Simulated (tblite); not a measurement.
# C6H12BF2N: the cost of one run

Programs: tblite 0.8.0 and PySCF 2.14.0, with density-fitted response routines of our own. Each step states its level of theory. These are calculated values for one molecule in the gas phase, unless marked as measured. Atoms count from 0, in the outputs and in this text.

### 1 The molecule as given

22 atoms, charge 0, multiplicity 1; geometry from: force field or distance geometry start.

Bonds of the start (Å): C0–C1 1.34, C1–C2 1.45, C2–B3 1.59, B3–N4 1.56, B3–C5 1.55, C5–C6 1.34, C5–C7 1.48, C7–F8 1.36, C7–F9 1.41, C0–H10 1.08, C0–H11 1.08, C1–H12 1.09, C2–H13 1.11, C2–H14 1.12, B3–H15 1.19, N4–H16 1.04, N4–H17 1.05, N4–H18 1.04, C6–H19 1.08, C6–H20 1.08, C7–H21 1.11.

### 2 Relaxing the molecule with GFN2-xTB

What the job is given:

```
{"job": {"kind": "relax", "xc": "GFN2-xTB", "basis": "xTB"}, "charge": 0, "multiplicity": 1}
C      3.257200    -0.216300     0.013300
C      2.031900     0.322500     0.118500
C      0.996300     0.075400    -0.863700
B     -0.326500    -0.612600    -0.308300
N     -0.058200    -1.328800     1.053100
C     -1.567000     0.312600    -0.275400
C     -2.572000     0.053500    -1.122200
C     -1.577500     1.449200     0.675000
F     -0.562400     2.343500     0.497600
F     -2.785200     2.127000     0.419000
H      3.514300    -0.852100    -0.825000
H      3.984800    -0.008100     0.780200
H      1.816700     0.945100     0.990200
H      1.407500    -0.578300    -1.663100
H      0.669900     1.072500    -1.265100
H     -0.579400    -1.510100    -1.041400
H      0.275100    -0.648100     1.766500
H      0.621100    -2.118500     0.912900
H     -0.955900    -1.763000     1.330900
H     -3.458700     0.672600    -1.136900
H     -2.467000    -0.801200    -1.772600
H     -1.675300     1.082600     1.715700
```

Started as:

```console
$ OMP_NUM_THREADS=1 python probes_run.py task.json out
```

The driver reads the jobs from task.json and runs them one after another.

Q: Estimate the wall time and peak memory of this first job on 1 thread of Arm Neoverse V2, shared host.

About 2 s, with a peak of 0.18 GiB.
